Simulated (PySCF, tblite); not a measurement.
**C₅H₄ClF₂O radical: geometry, infrared bands and EPR parameters**

Wanted: the infrared bands and EPR parameters of C₅H₄ClF₂O radical (`F[C]1OC=CC[C@@]1(F)Cl`), by calculation.

Programs: tblite 0.8.0 and PySCF 2.14.0, with density-fitted response routines of our own. Each step states its level of theory. These are calculated values for one molecule in the gas phase, unless marked as measured. Atoms count from 0, in the outputs and in this text.

## (1) The starting structure

13 atoms, charge 0, multiplicity 2; geometry from: force field or distance geometry start.

Bonds of the start (Å): F0–C1 1.40, C1–O2 1.41, O2–C3 1.40, C3–C4 1.31, C4–C5 1.50, C5–C6 1.53, C6–F7 1.40, C6–Cl8 1.75, C6–C1 1.52, C3–H9 1.10, C4–H10 1.09, C5–H11 1.10, C5–H12 1.11.

## (2) Geometry optimisation with GFN2-xTB

What the job is given:

```
{"job": {"kind": "relax", "xc": "GFN2-xTB", "basis": "xTB"}, "charge": 0, "multiplicity": 2}
F     -0.383000    -1.225700     2.295800
C     -0.501500    -1.201200     0.901200
O      0.754400    -1.489500     0.330700
C      1.524600    -0.454700    -0.201400
C      0.912600     0.519900    -0.830100
C     -0.582000     0.412500    -0.934700
C     -0.989800     0.185900     0.523500
F     -0.178200     1.052600     1.273100
Cl    -2.692000     0.443800     0.820200
H      2.614600    -0.462600    -0.072800
H      1.432600     1.359900    -1.278800
H     -1.055300     1.335500    -1.302700
H     -0.861400    -0.475900    -1.541800
```

Command:

```sh
> OMP_NUM_THREADS=1 python probes_run.py task.json out
```

This one command runs all jobs of the session in turn.

**Question.** This job is followed by: GFN2-xTB harmonic vibrations, gas phase; UKS B3LYP, pcH-1 on C Cl F H O, non-relativistic, mean-field spin-orbit, GIAO. What will the session give for the following? strongest single infrared mode (GFN2-xTB); zero-point energy (GFN2-xTB); g(iso) (B3LYP); ⟨S²⟩; largest a(iso); surface potential, 1st and 99th percentile.

**Answer**, as computed:

```
                                 quantity                  value
strongest single infrared mode (GFN2-xTB)  1252 cm⁻¹, 164 km/mol
             zero-point energy (GFN2-xTB)          49.9 kcal/mol
                           g(iso) (B3LYP)                2.00316
                                     ⟨S²⟩     0.754 (exact 0.75)
                           largest a(iso)   19F on F7, 222.2 MHz
    surface potential, 1st and 99th percentile     -0.86 V and 1.41 V
```

What this shows: The optimisation took 67 steps and gained 0.964 eV; among the close pairs (by a distance rule), C1–O2 changed most, from 1.409 to 1.342 Å. All 33 modes are real, so the xTB geometry is a minimum. The strongest single mode, at 1252 cm⁻¹, moves mainly C1. GFN2-xTB is a fitted tight-binding method: band positions and strengths are rough. Its intensities can rank the bands wrongly. C1 carries the largest spin population, 0.76 e. The isotropic g lies 0.8 ppt above the free-electron value.
